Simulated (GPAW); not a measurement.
The system is GaF.

```
Ga F
1.0
     3.16592    0.00000    0.00000
     0.00000    3.16592    0.00000
     0.00000    0.00000    3.16592
Ga F
1 1
Direct
  0.00000 0.00000 0.00000
  0.50000 0.50000 0.50000
```

The cell was built by a generator and needn't be a form met in nature.

Base run:

```yaml
Program: GPAW 26.7.0
Functional: PW91
Potentials_or_basis: PAW data sets generated in the run's folder for this functional
Cutoff: 800 eV
Basis: pw
k_mesh: 8 × 8 × 8
Occupations: fermi-dirac, width 0.05 eV
Spin: no spin polarisation
```

Its results: band gap on the k mesh 0.41 eV, indirect (least direct gap 1.16 eV); pressure -2.1 GPa.

After a change of settings the same cell gave: band gap on the k mesh 0.26 eV, indirect (least direct gap 1.06 eV); pressure -4.3 GPa. Which change was it?
A. functional from PW91 to PBE; potentials or basis from PAW data sets generated in the run's folder for this functional to GPAW PAW data sets (gpaw-data 1.2.1)
B. functional from PW91 to AM05
C. functional from PW91 to r2SCAN; potentials or basis from PAW data sets generated in the run's folder for this functional to GPAW PAW data sets (gpaw-data 1.2.1)
D. functional from PW91 to revPBE; potentials or basis from PAW data sets generated in the run's folder for this functional to the program's PAW data sets (release 1.2.1) made for this functional

B.

AM05 binds more tightly than PW91, so the same cell stands under less pressure.
